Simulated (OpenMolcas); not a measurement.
**AlClF2 (SMILES [F][Al]([F])[Cl]): BP86/ANO-RCC-VDZ (DKH2)**

Aim: the vertical ionisation energy of AlClF2 at BP86/ANO-RCC-VDZ (DKH2), from 2 runs. 

The results are computed with OpenMolcas 26.06.

### 1 The system as given

The species is AlClF2 (4 atoms), meant as a singlet with charge 0. SMILES: `[F][Al]([F])[Cl]`. Geometry: relaxed at PBE0-D4/def2-TZVP.

Bond lengths: F1–Al2 1.631 Å, Al2–F3 1.631 Å, Al2–Cl4 2.061 Å. Angles: F1–Al2–F3 119.0°, F1–Al2–Cl4 120.5°, F3–Al2–Cl4 120.5°.

### 2 The energy at BP86/ANO-RCC-VDZ (DKH2)

Contents of input.xyz:

```xyz
4

F      0.997200     0.721760     1.149640
Al     0.069280    -0.050750     0.053570
F      0.273490    -1.653820    -0.164660
Cl    -1.339980     0.982810    -1.038560
```

Contents of job.input:

```
* AlClF2 Kohn-Sham DFT

&GATEWAY
 Coord=input.xyz
 Basis=ANO-RCC-VDZ
 Group=NoSym

&SEWARD

&SCF
 KSDFT=2
 1.0 GGA_X_B88
 1.0 GGA_C_P86
 PrOrbitals=1 1
```

Command:

```
export MOLCAS_MEM=1860
pymolcas job.input > job.log
```

Output:

```text
--- Start Module: gateway ---
[...]
--- Stop Module: gateway /rc=_RC_ALL_IS_WELL_ ---
--- Start Module: seward ---
[...]
      Basis functions           44
--- Stop Module: seward /rc=_RC_ALL_IS_WELL_ ---
[...]
--- Start Module: scf ---
[...]
       Convergence after  13 Iterations
[...]
::    Total KS-DFT energy                            -904.6297289642
[...]
      Total spin, S                                     0.0000000000
[...]
      Total electronic charge=   48.000000
      Total            charge=   -0.000000
[...]
      Dipole Moment (debye):
      Origin of the operator (angstrom)=   -0.2086    0.1530   -0.1617
                   X= -3.4825E-01               Y=  2.5602E-01               Z= -2.7108E-01           Total=  5.1020E-01
      Quadrupole Moment (debye*angstrom):
[...]
--- Stop Module: scf /rc=_RC_ALL_IS_WELL_ ---
[...]
```

Run time: 4.8 s. Hardware: 1 thread of Arm Neoverse V1, shared host; peak memory 0.38 GiB.

### 3 The doublet cation, same level

input.xyz is that of step 2.

Contents of job.input:

```
&gateway
 coord = input.xyz
 basis = ANO-RCC-VDZ
 group = NoSym

&seward

&scf
 uhf
 charge = 1
 spin = 2
 ksdft = 2
 1.0 GGA_X_B88
 1.0 GGA_C_P86
 prorbitals = 1 1
```

Command:

```
export MOLCAS_MEM=1860
pymolcas job.input > job.log
```

Output:

```text
--- Start Module: gateway ---
[...]
--- Stop Module: gateway /rc=_RC_ALL_IS_WELL_ ---
--- Start Module: seward ---
[...]
      Basis functions           44
--- Stop Module: seward /rc=_RC_ALL_IS_WELL_ ---
[...]
--- Start Module: scf ---
[...]
       Convergence after  26 Iterations
[...]
::    Total KS-DFT energy                            -904.1589345707
[...]
      Total spin, S                                     0.5006192332
[...]
      Total electronic charge=   47.000000
      Total            charge=    1.000000
[...]
      Dipole Moment (debye):
      Origin of the operator (angstrom)=   -0.2086    0.1530   -0.1617
                   X= -1.7902E+00               Y=  1.3137E+00               Z= -1.3887E+00           Total=  2.6189E+00
      Center of Charge (angstrom)
[...]
--- Stop Module: scf /rc=_RC_ALL_IS_WELL_ ---
[...]
```

It took 9 s on 1 thread of Arm Neoverse V1, shared host; peak memory 0.38 GiB.

### 4 Results

At BP86/ANO-RCC-VDZ (DKH2):

```
                                          quantity          value
                      singlet AlClF2: total energy  -904.62973 Eh
                     singlet AlClF2: dipole moment         0.51 D
                       singlet AlClF2: HOMO energy       -9.04 eV
                       singlet AlClF2: LUMO energy       -3.14 eV
                     singlet AlClF2: HOMO–LUMO gap        5.90 eV
                      doublet cation: total energy  -904.15893 Eh
doublet cation: HOMO energy (highest over α and β)      -16.58 eV
 doublet cation: LUMO energy (lowest over α and β)      -16.37 eV
                              doublet cation: ⟨S²⟩          0.751
vertical ionisation energy (to the doublet cation)      12.811 eV
```

**Reading.** Removing an electron at fixed nuclei costs 12.81 eV (295 kcal/mol). The negative HOMO energy of the first species, 9.04 eV, lies 3.77 eV below that difference. Mulliken charges (singlet AlClF2) run from -0.56 on F1 to +1.40 on Al2.
